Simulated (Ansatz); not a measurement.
# GaH4+ (singlet): wave-function methods side by side at distance H3–H5 = 0.911 Å, cc-pVDZ

The task here is to estimate one member of a computed series from the others.

The runs use Ansatz 0.2.0, Gaussian basis; cc-pVDZ, core rule «outside noble gas», up to 14 orbitals frozen.

To be run: UHF; CCSD(T) on RHF; BCCD(T) on RHF; CISD; CCSDT(Q) on RHF; CASSCF and MRCISD+Q, 2 electrons in 2 orbitals; CASSCF and NEVPT2, 2 electrons in 2 orbitals; Full CI.

45 further runs of the same task are left out: 24 for a known fault of the program, 16 that didn't finish, 5 set aside as unsound or not needed.

## The system

The geometry derives from a PBE0/def2-TZVP stationary point (not a proven minimum). One bond is set to the value named and the two fragments are kept rigid. No spin-orbit coupling is included. The filled d shell of Ga may be among the frozen orbitals whatever the setting's name suggests; the logs give the count.

5 atoms, charge 1, spin multiplicity 1.

Atoms are counted from 1 here; the program's logs count them from 0.

Bond lengths: Ga1–H2 1.527 Å, Ga1–H4 1.527 Å. Angles: H2–Ga1–H4 169.3°.

The first run:

in.yaml reads:

```yaml
crystal:
  periodic: [false, false, false]
  atoms:
    - {symbol: Ga, position_ang: [0.000000, 0.001995, -0.055194]}
    - {symbol: H, position_ang: [0.000000, 1.522668, -0.197915]}
    - {symbol: H, position_ang: [0.000000, 0.384517, 2.106890]}
    - {symbol: H, position_ang: [0.000000, -1.518678, -0.197915]}
    - {symbol: H, position_ang: [0.000000, -0.526483, 2.106890]}
basis:
  gaussian: {orbitals: cc-pVDZ}
total_charge: 1
magnetization: {spin_polarized: true, initial_magnetization: 0}
hamiltonian: {xc: hf}
output: {orbitals: {seedname: orbitals}}
```

Run with:

```bash
ansatz run in.yaml --threads 1 --pin off --events-out ev --progress --plain --max-ram 2393MiB
```

Among the steps run: UHF; CCSD(T) on RHF; BCCD(T) on RHF; CISD; CCSDT(Q) on RHF; CASSCF and MRCISD+Q, 2 electrons in 2 orbitals; CASSCF and NEVPT2, 2 electrons in 2 orbitals; Full CI.

One table of the session follows, with a row left open; its other results are not shown here.

```
     method  from FCI (kcal/mol)
        RHF               +67.05
       RMP2               +17.02
      RCCSD                +0.83
   RCCSD(T)                +0.23
    BCCD(T)                +0.22
     RCCSDT                +0.02
  RCCSDT(Q)                +0.01
CASSCF pair               +53.30
NEVPT2 pair                    ?
        FCI                    0
```

Estimate the missing values for NEVPT2 pair.

**Answer.** from FCI (kcal/mol): +14.96. In the column «from FCI (kcal/mol)» it lies between RCCSD (+0.83) and RMP2 (+17.02).

Not comparable, so not listed: CISD; CASSCF and MRCISD+Q, 2 electrons in 2 orbitals (they don't share determinant, frozen orbitals or solution with the rows shown, or repeat one).

Caveats from the session: Warnings in the runs' records: passed over end.
